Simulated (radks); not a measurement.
**Excited configurations of Sm**

An exercise on one series of results from a longer session: the logs are not shown, and one member is left open.

The numbers are computed with radks (a radial shooting solver on a logarithmic mesh, Libxc functionals) version 1 (Dirac Kohn-Sham, LDA (Slater exchange, Perdew-Wang correlation), spin-unpolarised, spherical densities, finite nucleus; open shells fill j = l - 1/2 first), except any that are marked as measured or tabulated.

**Starting point**

- element: samarium (Z = 62)
- charge: 0
- electrons: 62
- configuration: [Xe] 4f6 6s2
- nuclear rms radius: 5.0819 fm

Set-up of the first run:

Settings of this run:

```text
Z 62
configuration [Xe] 4f6 6s2
relativity Dirac
functional lda,pw
spin unpolarised
j_filling energy
nucleus finite rms 5.0819 fm
c 137.035999084
```

Steps of the session up to this table: Ground configuration: [Xe] 4f6 6s2.

One of the session's tables, all rows but one given; the rest of the session is left out.

It belongs to the step «Ground configuration: [Xe] 4f6 6s2». Sizes of the orbitals, from the radial functions (bohr):

```
level     <r>  outermost maximum (interpolated)  90 % within  nodes
4d3/2       ?                                 ?            ?      ?
4d5/2  0.6758                             0.591         1.02      1
5s1/2   1.410                              1.26         2.04      4
5p1/2   1.596                              1.38         2.35      3
5p3/2   1.697                              1.46         2.50      3
6s1/2   4.267                              3.61         6.31      5
4f5/2   1.013                             0.611         1.79      0
4f7/2   1.037                             0.616         1.84      0
```

**Question.** Estimate the row for 4d3/2.

**Answer.** <r>: 0.6654; outermost maximum (interpolated): 0.583; 90 % within: 1.00; nodes: 1. In the column «<r>» it is the lowest.

To keep in mind: Spin polarisation and multiplet splitting are left out, so open shells lie too high by an amount that depends on their filling.
